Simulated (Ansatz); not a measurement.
From input file to script: Be, space group Im-3m in Ansatz 0.2.0.

```yaml
crystal:
  lattice:
    - [-1.253121, 1.253121, 1.253121]
    - [1.253121, -1.253121, 1.253121]
    - [1.253121, 1.253121, -1.253121]
  atoms:
    - { symbol: Be, position: [0.0, 0.0, 0.0] }
kpoints:
  mp_grid: { grid: [13, 13, 13] }
hamiltonian:
  xc: pbesol
scf:
  occupations: { method: gaussian, width: 0.15 }
basis:
  ecutwfc: 510
output:
  forces: true
  stress: true
```

The program run on that file:
```console
$ ansatz run input.yaml --threads 1 --pin off --max-ram 3072MiB --backend cpu --events-out ev --progress --plain --runs-dir out
Engine: ansatz 0.2.0, x86_64-unknown-linux-gnu
Pseudopotentials: kind: paw
Pseudopotential: Be, paw, valence charge 2, recommended cutoff 420 eV (normal), Be.paw.azcp
Functional definition: PBEsol
  exchange = pbesol_x
  correlation = pbesol_c
Crystal: 1 atoms, lattice volume = 7.871 Å³
Basis set: ecut = 510 eV, 201 PW (Γ), exchange–correlation on 32×32×32 points (8 copies of the dense FFT grid, shifted against one another)
Bands: 5, of which v1, the nominal top of the filled ones, is band 1 counted from 1 (0 counted from 0)
Symmetry: 48 space group operations
Space group: Im-3m (ITA 229), of the structure as read, at distance tolerance 2.0e-5 Å
k-points: 84 of 2197
Non-local potential: Be, projectors of the file, l = 0: 2, l = 1: 2, l = 2: 1
PAW form: soft (Blöchl's): semilocal exchange-correlation on the pseudo side does not see the compensation charge
PAW frozen core: Be, regenerated for the run's functional, and the local potential with it (the file was generated under x = pbe(κ = 0.804, μ = 0.2195149727645171), c = pbe(β = 0.06672455060314922))
PAW one-centre angular grid: Be, 110 points (default); XC on 64 Gauss nodes
Initial density: superposition of atomic densities (neutral atoms: chi_scale 0, normalization atom), corrected by the library's trained network
Initial wavefunctions: pseudopotential atomic-orbital guess
Functional: x = pbesol(κ = 0.804, μ = 0.12345679012345678), c = pbesol(β = 0.046)
SCF iter   1: F=—  HF=-90.255144 eV  |F-HF|=—  |Δ(HF+E_count)|=         —  Δρ=6.66e-4  dr2=2.06e-5  ethr=1.77e-3  ⟨swp⟩=4.6  Hψ=3879  notcnv=0
preconditioner: auto → none  [insulator: Δε(μ)=0.301 eV  Ē_g=18.937 eV  σ=0.150 eV  W_gap=0.83  n_scr=0 (ndim 8)  ℏωp=18.7 eV  f_vac=0.000  D(μ)=0.08/eV (n_scr^D=0)  ε∞_Penn≈2.0]
SCF iter   2: F=—  HF=-90.255107 eV  |F-HF|=—  |Δ(HF+E_count)|=   3.73e-5  Δρ=3.05e-4  dr2=4.19e-6  ethr=1.03e-6  ⟨swp⟩=1.8  Hψ=1162  notcnv=0
iter 3 did not close the SCF: its close was put off for the readings that it lacked (scf_convergence_deferred on its scf_iter line)
SCF iter   3: F=-90.255085 eV  HF=-90.255085 eV  |F-HF|=3.02e-9  |Δ(HF+E_count)|=   2.14e-5  Δρ=1.46e-5  dr2=9.95e-9  ethr=2.09e-7  ⟨swp⟩=2.0  Hψ=536  notcnv=0
iter 4 did not close the SCF: its close was put off for the readings that it lacked (scf_convergence_deferred on its scf_iter line)
SCF iter   4: F=-90.255085 eV  HF=-90.255085 eV  |F-HF|=6.07e-11  |Δ(HF+E_count)|=   2.92e-9  Δρ=7.05e-7  dr2=1.20e-11  ethr=4.97e-10  ⟨swp⟩=1.0  Hψ=452  notcnv=0
iter 5 did not close the SCF: its close was put off for the readings that it lacked (scf_convergence_deferred on its scf_iter line)
SCF iter   5: F=-90.255085 eV  HF=-90.255085 eV  |F-HF|=2.84e-13  |Δ(HF+E_count)|=  5.77e-11  Δρ=1.55e-7  dr2=5.22e-13  ethr=1.00e-12  ⟨swp⟩=2.0  Hψ=540  notcnv=0
SCF iter   6: F=-90.255085 eV  HF=-90.255085 eV  |F-HF|=2.84e-14  |Δ(HF+E_count)|=  2.84e-13  Δρ=1.51e-9  dr2=5.10e-17  ethr=1.00e-12  ⟨swp⟩=1.0  Hψ=1040  notcnv=0
SCF 1 converged in 6 iterations: F = -90.255085 eV  dr2 = 5.10e-17
  greatest PAW one-centre occupation: 0.348 electrons in one spin orbital (limit 2), on the Be atom at site 0 (counted from 0), in its partial waves of l = 0
SCF converged after 6 iterations
Free energy (F): -90.255085 eV
Harris-Foulkes:  -90.255085 eV  (|F-HF|=2.84e-14)
Internal energy: -90.254179 eV  (E = F + TS)
E sigma→0 (E₀):  -90.254632 eV
Entropy (-TS):   -0.000906 eV (-0.906 meV/atom)
Fermi energy:    9.028239 eV
--- Per-component energies (eV) ---
  E_band       = 6.240702
  E_kinetic    = 21.221557
  E_local      = 2.975075  (includes V_loc(G=0)·N_el)
  E_nonlocal   = 4.268531
  E_hartree    = 0.019992
  E_xc         = -19.725268
  E_vxc        = -20.925687  (∫ρ·V_xc dr)
  E_paw        = -57.205073  (= ΣΔE_a)
  E_vpaw       = -1.338758  (= ΣTr[D̂ρ^β])
  E_aug_tail   = -0.000000  (compensation charges beyond the density's cutoff)
  E_ewald      = -41.818525
  E_core_change = 0.009531  (= ΣΔE_core)
  E_smearing   = -0.000906  (= −TS)
  E_closure    = -0.000000  (closes the sum)
  Σ components = -90.255085   (vs F -90.255085, Δ=0.00e0)
--- Forces (eV/Å), atoms counted from 1 ---
  atom   1  Be     0.00000000    -0.00000000    -0.00000000
  max |Σ_I F_I| component: 3.34e-33 eV/Å
--- Stress (GPa, compression-positive) ---
       -2.025906      -0.000000       0.000000
        0.000000      -2.025906       0.000000
        0.000000      -0.000000      -2.025906
  P = ⅓ Tr σ = -2.0259 GPa (-20.259 kbar)
```

`be_deck.py`:
```python
"""Be from an input typed as a mapping."""

import ansatz as az
import numpy as np


def main() -> None:
    inputs = {
        "crystal": {
            "lattice": [
                [-1.253121, 1.253121, 1.253121],
                [1.253121, -1.253121, 1.253121],
                [1.253121, 1.253121, -1.253121],
            ],
            "atoms": [{"symbol": "Be", "position": [0.0, 0.0, 0.0]}],
        },
        "kpoints": {"mp_grid": {"grid": [13, 13, 13]}},
        "hamiltonian": {"xc": "pbesol"},
        "scf": {"occupations": {"method": "gaussian", "width": 0.15}},
        "basis": {"ecutwfc": 510},
        "output": {"forces": True, "stress": True},
    }

    res = az.Session.from_dict(inputs).plan(threads=1).execute()
    data = res.report

    energy = data["free_energy_ev"]
    print("Be: {:.6f} eV = {:.6f} Ry = {:.6f} Ha".format(energy, energy / 13.605693, energy / 27.211386))
    print("Fermi level {:.4f} eV, {} k-points, {} symmetry operations".format(data["fermi_energy_ev"], data["n_kpoints"], data["n_symmetry_ops"]))

    # pressure is a third of the trace
    stress = np.array(data["stress_gpa"])
    print(f"pressure {np.trace(stress) / 3:.3f} GPa")
    print("stress tensor, GPa, positive in compression")
    print(np.round(stress, 3) + 0.0)

    # forces in eV per angstrom
    forces = np.array(data["forces_ev_ang"])
    norms = np.linalg.norm(forces, axis=1)
    print("largest force {:.4f} eV/A on atom {}".format(norms.max(), norms.argmax()))
    print(np.array2string(forces, precision=4, suppress_small=True))

    terms = data["components"]
    print({name: round(terms[name], 3) for name in ("e_kinetic", "e_hartree", "e_xc", "e_local", "e_nonlocal")})


if __name__ == "__main__":
    main()
```

```console
$ python be_deck.py
Be: -90.255085 eV = -6.633626 Ry = -3.316813 Ha
Fermi level 9.0282 eV, 84 k-points, 48 symmetry operations
pressure -2.026 GPa
stress tensor, GPa, positive in compression
[[-2.026  0.     0.   ]
 [ 0.    -2.026  0.   ]
 [ 0.     0.    -2.026]]
largest force 0.0000 eV/A on atom 0
[[ 0. -0. -0.]]
{'e_kinetic': 21.222, 'e_hartree': 0.02, 'e_xc': -19.725, 'e_local': 2.975, 'e_nonlocal': 4.269}
```

Reading the output:
- Absolute energies stand on the zero of these potentials, so only differences at equal settings mean something. A total without «per atom» is that of the cell as typed.
- The energy terms are those on the plane-wave grid, with the one-centre PAW part apart; the terms shown are only some of the summands, so they needn't add up to F.
- The mesh is modest for a metal, so energies can be off by several to tens of meV an atom and pressures by half a GPa or more; differences at equal mesh fare better.
- An absolute Fermi energy rests on an arbitrary zero of the periodic potential and has no direct meaning.
- This isn't the structure that Be takes at ambient conditions.
- Wall time of the script: 0.7 s on 1 thread of Intel(R) Xeon(R) Platinum 8375C CPU @ 2.90GHz (Ice Lake) (shared host), peak memory 0.32 GiB.

(Lines on the test bed's own set-up are left out of the output.)
